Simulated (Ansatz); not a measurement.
**TaHCl (sextet): from Hartree-Fock to the top rungs, def2-QZVPP**

An exercise on one series of results from a longer session: the logs are not shown, and one member is left open.

Computed with Ansatz 0.2.0, Gaussian basis. Level: def2-QZVPP, core rule «outside noble gas», up to 9 orbitals frozen.

The runs, in order: UHF; ROHF; CCSD(T) on UHF.

## The geometry

The geometry is a PBE0/def2-TZVP stationary point (not a proven minimum) of the parent state, kept for this charge and spin. No spin-orbit coupling is included. Elements past krypton take def2 core potentials.

3 atoms, charge 0, spin multiplicity 6.

Atoms are counted from 1 here; the program's logs count them from 0.

Bond lengths: Ta1–Cl2 2.311 Å, Ta1–H3 1.863 Å. Angles: Cl2–Ta1–H3 180.0°.

The first run:

in.yaml reads:

```yaml
crystal:
  periodic: [false, false, false]
  atoms:
    - {symbol: Ta, position_ang: [0.000000, 0.000000, 0.149600]}
    - {symbol: Cl, position_ang: [0.000000, 0.000000, -2.161700]}
    - {symbol: H, position_ang: [0.000000, 0.000000, 2.012100]}
basis:
  gaussian: {orbitals: "def2-QZVPP.json"}
magnetization: {spin_polarized: true, initial_magnetization: 5}
hamiltonian: {xc: hf}
output: {orbitals: {seedname: orbitals}}
```

The run is started by

```
$ ansatz run in.yaml --threads 1 --pin off --events-out ev --progress --plain --max-ram 4096MiB --backend cpu
```

Steps of the session up to this table: UHF; ROHF; CCSD(T) on UHF.

One table of the session follows, with a row left open; its other results are not shown here.

It belongs to the step «Misses and costs». 

```
  method  from UCCSD(T) (meV)
    ROHF              +9000.9
     UHF                    ?
    UMP2              +1006.0
   UCCSD               +414.9
UCCSD(T)                    0
```

**Question.** Estimate the row for UHF.

**Answer.** from UCCSD(T) (meV): +8846.1. In the column «from UCCSD(T) (meV)» it lies between UMP2 (+1006.0) and ROHF (+9000.9).
